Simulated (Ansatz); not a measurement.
I need a single point in a Gaussian basis of ClFH4O2Si2, SMILES O[SiH](F)[SiH](O)Cl. Use Ansatz 0.2.0, Python API. Use: B2PLYP, 6-31G* basis, multiplicity 1.

Contents of `clfh4o2si2.xyz`:
```text
10

O     0.22070   -1.01290    2.09260
Si   -0.57320    0.07430    1.12640
F    -0.14360    1.54760    1.55710
Si   -0.16450   -0.23960   -1.15360
O     1.47120   -0.06660   -1.53590
Cl   -1.06050    1.19920   -2.30660
H     1.06160   -0.63380    2.45500
H    -2.05630   -0.03950    1.40320
H    -0.58260   -1.59240   -1.64610
H     1.65250    0.82440   -1.92870
```

`energy_clfh4o2si2.py`
```python
'''Single point of ClFH4O2Si2 in a Gaussian basis.'''

import logging
import sys

import ansatz as az

logging.basicConfig(stream=sys.stdout, format='%(levelname)s:%(name)s:%(message)s')
log = logging.getLogger('run')
log.setLevel(logging.INFO)

BASIS = '6-31G*'

geometry = az.Crystal.molecule_from_extxyz('clfh4o2si2.xyz')

job = geometry.calculation()
job = job.basis(gaussian=BASIS)
job = job.functional(az.LibraryFunctional('B2PLYP'))
job = job.scf(lower_state_search='off')
result = job.run(threads=1, backend='cpu')
summary = result.report

for key in ('converged', 'free_energy_ev', 'reference_energy_ev', 'n_frozen', 'n_occupied', 'n_virtual'):
    log.info(f'{key:22s} {summary[key]}')
```

`python energy_clfh4o2si2.py` gives:
```text
INFO:run:converged              True
INFO:run:free_energy_ev         -35140.523738220785
INFO:run:reference_energy_ev    -35133.169636246006
INFO:run:n_frozen               18
INFO:run:n_occupied             [19, 19]
INFO:run:n_virtual              [73, 73]
```

What to keep in mind:
- The settings weren't tested for convergence.
- The geometry is a force-field or estimated start, not a minimum of this method, and the basis set is short of its limit.
- For a double hybrid the total adds scaled second-order correlation to the self-consistent reference.
- The whole script took 4.2 s on 1 thread of Arm Neoverse V1, on a shared host, peak memory 0.24 GiB.

(Lines on the test bed's own set-up are left out of the output.)
